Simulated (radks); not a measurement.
# Valence configurations of Sn

NIST gives [Kr] 4d10 5s2 5p2 as the ground configuration of Sn. Does this level of theory agree? Several fillings of the valence shells are run.

The numbers are computed with radks (a radial shooting solver on a logarithmic mesh, Libxc functionals) version 1 (Dirac Kohn-Sham, PBE, spin-unpolarised, spherical densities, point nucleus; open shells fill j = l - 1/2 first), except any that are marked as measured or tabulated.

### 1 What is computed

- element: tin (Z = 50)
- charge: 0
- electrons: 50
- configuration: [Kr] 4d10 5s2 5p2
- others tried: 4d10 5p4; 4d9.5 5s2 5p2.5; 4d10 5s1 5p3; 4d9 5s1 5p4; 4d8.5 5s1 5p4.5; 4d8.5 5s2 5p3.5; 4d8 5s2 5p4; 4d9 5s2 5p3; 4d8 5s1.5 5p4.5

In the logs a row gives level, spin channel, occupation and eigenvalue; Etot, Ekin, Encl (electron-nucleus), Eh (Hartree) and Exc are energies, all in hartree; err is the last residual, it the number of iterations.

### 2 [Kr] 4d10 5s2 5p2

Input:

```text
Z 50
configuration [Kr] 4d10 5s2 5p2
relativity Dirac
functional pbe,pbe
spin unpolarised
j_filling energy
nucleus point
c 137.035999084
```

On the command line:

```console
python run_ks.py task.json out
```

The same process makes all the runs of this session.

Output:

```text
1s1/2   1   2.0000       -1065.53908873
2s1/2   1   2.0000        -160.79908188
2p1/2   1   2.0000        -150.19375370
2p3/2   1   4.0000        -141.71800009
3s1/2   1   2.0000         -31.02160756
3p1/2   1   2.0000         -26.71479548
3p3/2   1   4.0000         -25.16708011
3d3/2   1   4.0000         -17.55837835
3d5/2   1   6.0000         -17.23892526
4s1/2   1   2.0000          -4.90550968
4p1/2   1   2.0000          -3.47411084
4p3/2   1   4.0000          -3.19599402
4d3/2   1   4.0000          -0.95962289
4d5/2   1   6.0000          -0.92138675
5s1/2   1   2.0000          -0.37930087
5p1/2   1   2.0000          -0.14077711
5p3/2   1   0.0000          -0.12478589
Etot -6179.023196615779
Ekin 6506.584253795553
Encl -15000.088124109847
Eh 2479.7159499681447
Exc -165.23527626963127
err 1.1253975022206326e-09
it 14
```

Run time: 0.19 s. Hardware: 1 thread of Arm Neoverse N1, shared host; peak memory 0.23 GiB.

5p1/2 is the highest filled level (-3.831 eV).

From the orbitals of this run (lengths in bohr):

```csv
level,occupation,energy (eV),<r>,outermost maximum (interpolated),90 % within,nodes
4s1/2,2,-133.49,0.8186,0.746,1.19,3
4p1/2,2,-94.535,0.8657,0.772,1.27,2
4p3/2,4,-86.967,0.8955,0.797,1.32,2
4d3/2,4,-26.113,1.091,0.882,1.70,1
4d5/2,6,-25.072,1.106,0.891,1.72,1
5s1/2,2,-10.321,2.405,2.02,3.58,4
5p1/2,2,-3.831,3.170,2.49,4.90,3
5p3/2,0,-3.396,3.332,2.61,5.17,3
```

The radial density on a logarithmic grid:

```csv
r (bohr),4πr²ρ (e/bohr)
0.00101,1.601
0.00158,3.481
0.00245,7.238
0.00383,14.51
0.00595,26.64
0.00931,43.92
0.0145,60.19
0.0226,64.88
0.0354,57.26
0.0550,63.33
0.0861,82.15
0.134,65.70
0.209,61.36
0.325,59.42
0.508,22.12
0.796,23.51
1.24,11.60
1.93,3.319
3.00,1.317
4.70,0.2751
7.30,0.02101
```

### 3 [Kr] 4d10 5p4

Changes since step 2:

```diff
@@ -1,3 +1,3 @@
 Z 50
-configuration [Kr] 4d10 5s2 5p2
+configuration [Kr] 4d10 5p4
 relativity Dirac
```

Output:

```text
1s1/2   1   2.0000       -1065.65729859
2s1/2   1   2.0000        -160.91401506
2p1/2   1   2.0000        -150.30856227
2p3/2   1   4.0000        -141.83277509
3s1/2   1   2.0000         -31.13792285
3p1/2   1   2.0000         -26.83105542
3p3/2   1   4.0000         -25.28334202
3d3/2   1   4.0000         -17.67441628
3d5/2   1   6.0000         -17.35497543
4s1/2   1   2.0000          -5.02225168
4p1/2   1   2.0000          -3.59052649
4p3/2   1   4.0000          -3.31225684
4d3/2   1   4.0000          -1.07129098
4d5/2   1   6.0000          -1.03269365
5p1/2   1   2.0000          -0.18987550
5p3/2   1   2.0000          -0.17096175
Etot -6178.494414579067
Ekin 6505.90551507425
Encl -14993.456179289837
Eh 2474.1741258626826
Exc -165.1178762261627
err 1.8045342755401172e-09
it 13
```

It took 0.17 s on 1 thread of Arm Neoverse N1, shared host; peak memory 0.23 GiB.

E − E(step 2, [Kr] 4d10 5s2 5p2) = +14.389 eV. 5p3/2 is the highest filled level (-4.652 eV).

### 4 [Kr] 4d9.5 5s2 5p2.5

Changes since step 3:

```diff
@@ -1,3 +1,3 @@
 Z 50
-configuration [Kr] 4d10 5p4
+configuration [Kr] 4d9.5 5s2 5p2.5
 relativity Dirac
```

Output:

```text
1s1/2   1   2.0000       -1065.67989720
2s1/2   1   2.0000        -160.94737440
2p1/2   1   2.0000        -150.34143631
2p3/2   1   4.0000        -141.86588800
3s1/2   1   2.0000         -31.16551416
3p1/2   1   2.0000         -26.85884771
3p3/2   1   4.0000         -25.31093154
3d3/2   1   4.0000         -17.70333087
3d5/2   1   6.0000         -17.38380025
4s1/2   1   2.0000          -5.03310815
4p1/2   1   2.0000          -3.59817358
4p3/2   1   4.0000          -3.31793884
4d3/2   1   4.0000          -1.06727791
4d5/2   1   5.5000          -1.02800752
5s1/2   1   2.0000          -0.41670391
5p1/2   1   2.0000          -0.16369635
5p3/2   1   0.5000          -0.14538425
Etot -6178.603389294377
Ekin 6506.2400750256775
Encl -14993.232363548766
Eh 2473.4278324797215
Exc -165.03893325101055
err 1.2419465895036087e-09
it 13
```

Wall time 0.18 s (1 thread of Arm Neoverse N1, shared host); peak memory 0.23 GiB.

E − E(step 2, [Kr] 4d10 5s2 5p2) = +11.424 eV. The top filled level is 5p3/2, -3.956 eV.

### 5 [Kr] 4d10 5s1 5p3

Changes since step 4:

```diff
@@ -1,3 +1,3 @@
 Z 50
-configuration [Kr] 4d9.5 5s2 5p2.5
+configuration [Kr] 4d10 5s1 5p3
 relativity Dirac
```

Output:

```text
1s1/2   1   2.0000       -1065.60020534
2s1/2   1   2.0000        -160.85855257
2p1/2   1   2.0000        -150.25317380
2p3/2   1   4.0000        -141.77740143
3s1/2   1   2.0000         -31.08173977
3p1/2   1   2.0000         -26.77490169
3p3/2   1   4.0000         -25.22718704
3d3/2   1   4.0000         -17.61837368
3d5/2   1   6.0000         -17.29892648
4s1/2   1   2.0000          -4.96586869
4p1/2   1   2.0000          -3.53432184
4p3/2   1   4.0000          -3.25613620
4d3/2   1   4.0000          -1.01750849
4d5/2   1   6.0000          -0.97909257
5s1/2   1   1.0000          -0.41362395
5p1/2   1   2.0000          -0.16657601
5p3/2   1   1.0000          -0.14904611
Etot -6178.7635364342195
Ekin 6506.253695638762
Encl -14996.686025282102
Eh 2476.8414078168034
Exc -165.1726146076834
err 1.058548543445673e-09
it 14
```

Run time: 0.19 s. Hardware: 1 thread of Arm Neoverse N1, shared host; peak memory 0.23 GiB.

Energy against step 2 ([Kr] 4d10 5s2 5p2): +7.066 eV. Highest occupied level: 5p3/2 at -4.056 eV.

### 6 [Kr] 4d9 5s1 5p4

Changes since step 5:

```diff
@@ -1,3 +1,3 @@
 Z 50
-configuration [Kr] 4d10 5s1 5p3
+configuration [Kr] 4d9 5s1 5p4
 relativity Dirac
```

Output:

```text
1s1/2   1   2.0000       -1065.87886306
2s1/2   1   2.0000        -161.15304416
2p1/2   1   2.0000        -150.54634870
2p3/2   1   4.0000        -142.07101314
3s1/2   1   2.0000         -31.36665165
3p1/2   1   2.0000         -27.06012983
3p3/2   1   4.0000         -25.51197075
3d3/2   1   4.0000         -17.90554640
3d5/2   1   6.0000         -17.58592907
4s1/2   1   2.0000          -5.21552017
4p1/2   1   2.0000          -3.77660965
4p3/2   1   4.0000          -3.49399547
4d3/2   1   4.0000          -1.22680958
4d5/2   1   5.0000          -1.18633297
5s1/2   1   1.0000          -0.48280434
5p1/2   1   2.0000          -0.20907971
5p3/2   1   2.0000          -0.18709565
Etot -6177.848990896094
Ekin 6505.479839617863
Encl -14983.08218028442
Eh 2464.5379899040213
Exc -164.78464013355867
err 7.714851460283077e-09
it 13
```

It took 0.18 s on 1 thread of Arm Neoverse N1, shared host; peak memory 0.23 GiB.

Energy against step 2 ([Kr] 4d10 5s2 5p2): +31.952 eV. Highest occupied level: 5p3/2 at -5.091 eV.

### 7 [Kr] 4d8.5 5s1 5p4.5

Changes since step 6:

```diff
@@ -1,3 +1,3 @@
 Z 50
-configuration [Kr] 4d9 5s1 5p4
+configuration [Kr] 4d8.5 5s1 5p4.5
 relativity Dirac
```

Output:

```text
1s1/2   1   2.0000       -1066.02173608
2s1/2   1   2.0000        -161.30474730
2p1/2   1   2.0000        -150.69734181
2p3/2   1   4.0000        -142.22224380
3s1/2   1   2.0000         -31.51245110
3p1/2   1   2.0000         -27.20612554
3p3/2   1   4.0000         -25.65769111
3d3/2   1   4.0000         -18.05268297
3d5/2   1   6.0000         -17.73296134
4s1/2   1   2.0000          -5.34062073
4p1/2   1   2.0000          -3.89778723
4p3/2   1   4.0000          -3.61277723
4d3/2   1   4.0000          -1.33143931
4d5/2   1   4.5000          -1.28993011
5s1/2   1   1.0000          -0.51606414
5p1/2   1   2.0000          -0.22985263
5p3/2   1   2.5000          -0.20565771
Etot -6177.3281256553055
Ekin 6505.033742682668
Encl -14976.119950999971
Eh 2458.348216251925
Exc -164.59013358992712
err 2.473805281609643e-09
it 13
```

It took 0.17 s on 1 thread of Arm Neoverse N1, shared host; peak memory 0.23 GiB.

E − E(step 2, [Kr] 4d10 5s2 5p2) = +46.125 eV. The top filled level is 5p3/2, -5.596 eV.

### 8 [Kr] 4d8.5 5s2 5p3.5

Changes since step 7:

```diff
@@ -1,3 +1,3 @@
 Z 50
-configuration [Kr] 4d8.5 5s1 5p4.5
+configuration [Kr] 4d8.5 5s2 5p3.5
 relativity Dirac
```

Output:

```text
1s1/2   1   2.0000       -1065.96726430
2s1/2   1   2.0000        -161.25157180
2p1/2   1   2.0000        -150.64430496
2p3/2   1   4.0000        -142.16920701
3s1/2   1   2.0000         -31.45871512
3p1/2   1   2.0000         -27.15241586
3p3/2   1   4.0000         -25.60399192
3d3/2   1   4.0000         -17.99903883
3d5/2   1   6.0000         -17.67931468
4s1/2   1   2.0000          -5.28749609
4p1/2   1   2.0000          -3.84496148
4p3/2   1   4.0000          -3.56010597
4d3/2   1   4.0000          -1.28102056
4d5/2   1   4.5000          -1.23967841
5s1/2   1   2.0000          -0.48745156
5p1/2   1   2.0000          -0.20771306
5p3/2   1   1.5000          -0.18483630
Etot -6177.634693710383
Ekin 6505.4307719625895
Encl -14979.266025751434
Eh 2460.8462950430376
Exc -164.64573496457479
err 4.296937097397093e-09
it 13
```

It took 0.18 s on 1 thread of Arm Neoverse N1, shared host; peak memory 0.23 GiB.

Energy against step 2 ([Kr] 4d10 5s2 5p2): +37.783 eV. Highest occupied level: 5p3/2 at -5.030 eV.

### 9 [Kr] 4d8 5s2 5p4

Changes since step 8:

```diff
@@ -1,3 +1,3 @@
 Z 50
-configuration [Kr] 4d8.5 5s2 5p3.5
+configuration [Kr] 4d8 5s2 5p4
 relativity Dirac
```

Output:

```text
1s1/2   1   2.0000       -1066.11411519
2s1/2   1   2.0000        -161.40773288
2p1/2   1   2.0000        -150.79975310
2p3/2   1   4.0000        -142.32489858
3s1/2   1   2.0000         -31.60823854
3p1/2   1   2.0000         -27.30216190
3p3/2   1   4.0000         -25.75342966
3d3/2   1   4.0000         -18.15002493
3d5/2   1   6.0000         -17.83018437
4s1/2   1   2.0000          -5.41451889
4p1/2   1   2.0000          -3.96796345
4p3/2   1   4.0000          -3.68062351
4d3/2   1   4.0000          -1.38749091
4d5/2   1   4.0000          -1.34511063
5s1/2   1   2.0000          -0.52129870
5p1/2   1   2.0000          -0.22908539
5p3/2   1   2.0000          -0.20395319
Etot -6177.085700510156
Ekin 6504.965633616594
Encl -14972.140612106512
Eh 2454.538936570886
Exc -164.44965859112392
err 1.825834510095395e-09
it 13
```

Wall time 0.17 s (1 thread of Arm Neoverse N1, shared host); peak memory 0.23 GiB.

E − E(step 2, [Kr] 4d10 5s2 5p2) = +52.722 eV. 5p3/2 is the highest filled level (-5.550 eV).

### 10 [Kr] 4d9 5s2 5p3

Changes since step 9:

```diff
@@ -1,3 +1,3 @@
 Z 50
-configuration [Kr] 4d8 5s2 5p4
+configuration [Kr] 4d9 5s2 5p3
 relativity Dirac
```

Output:

```text
1s1/2   1   2.0000       -1065.82256027
2s1/2   1   2.0000        -161.09814856
2p1/2   1   2.0000        -150.49156322
2p3/2   1   4.0000        -142.01623374
3s1/2   1   2.0000         -31.31116562
3p1/2   1   2.0000         -27.00466992
3p3/2   1   4.0000         -25.45651779
3d3/2   1   4.0000         -17.85016636
3d5/2   1   6.0000         -17.53054546
4s1/2   1   2.0000          -5.16038518
4p1/2   1   2.0000          -3.72173101
4p3/2   1   4.0000          -3.43924675
4d3/2   1   4.0000          -1.17433127
4d5/2   1   5.0000          -1.13402564
5s1/2   1   2.0000          -0.45265500
5p1/2   1   2.0000          -0.18595385
5p3/2   1   1.0000          -0.16534895
Etot -6178.140567725243
Ekin 6505.855572643368
Encl -14986.29480280685
Eh 2467.1409531468603
Exc -164.84229070862148
err 9.590889434385653e-10
it 14
```

It took 0.18 s on 1 thread of Arm Neoverse N1, shared host; peak memory 0.23 GiB.

Energy against step 2 ([Kr] 4d10 5s2 5p2): +24.018 eV. The top filled level is 5p3/2, -4.499 eV.

### 11 [Kr] 4d8 5s1.5 5p4.5

Changes since step 10:

```diff
@@ -1,3 +1,3 @@
 Z 50
-configuration [Kr] 4d9 5s2 5p3
+configuration [Kr] 4d8 5s1.5 5p4.5
 relativity Dirac
```

Output:

```text
1s1/2   1   2.0000       -1066.14084581
2s1/2   1   2.0000        -161.43386527
2p1/2   1   2.0000        -150.82580487
2p3/2   1   4.0000        -142.35095278
3s1/2   1   2.0000         -31.63463099
3p1/2   1   2.0000         -27.32854145
3p3/2   1   4.0000         -25.77980220
3d3/2   1   4.0000         -18.17637854
3d5/2   1   6.0000         -17.85653868
4s1/2   1   2.0000          -5.44048580
4p1/2   1   2.0000          -3.99376514
4p3/2   1   4.0000          -3.70633842
4d3/2   1   4.0000          -1.41209822
4d5/2   1   4.0000          -1.36963637
5s1/2   1   1.5000          -0.53519444
5p1/2   1   2.0000          -0.23991666
5p3/2   1   2.5000          -0.21414048
Etot -6176.926094274679
Ekin 6504.758505805557
Encl -14970.583499231438
Eh 2453.3209833144656
Exc -164.42208416326406
err 1.7866649074865849e-09
it 13
```

Run time: 0.17 s. Hardware: 1 thread of Arm Neoverse N1, shared host; peak memory 0.23 GiB.

Energy against step 2 ([Kr] 4d10 5s2 5p2): +57.065 eV. The top filled level is 5p3/2, -5.827 eV.

### 12 Summary of results

```csv
valence,E − E(NIST configuration) (eV),highest level,its energy (eV),1s shift (eV)
4d10 5s2 5p2,0.000,5p1/2,-3.831,+0.00
4d10 5s1 5p3,7.066,5p3/2,-4.056,-1.66
4d9.5 5s2 5p2.5,11.424,5p3/2,-3.956,-3.83
4d10 5p4,14.389,5p3/2,-4.652,-3.22
4d9 5s2 5p3,24.018,5p3/2,-4.499,-7.71
4d9 5s1 5p4,31.952,5p3/2,-5.091,-9.25
4d8.5 5s2 5p3.5,37.783,5p3/2,-5.030,-11.65
4d8.5 5s1 5p4.5,46.125,5p3/2,-5.596,-13.13
4d8 5s2 5p4,52.722,5p3/2,-5.550,-15.65
4d8 5s1.5 5p4.5,57.065,5p3/2,-5.827,-16.37
```

**Reading.** The NIST configuration is the lowest of those tried, 7.066 eV under 4d10 5s1 5p3. The energies are those of spherical spin-averaged densities, not of single terms. The 1s eigenvalue shifts by up to 16.37 eV as the valence charge is rearranged.
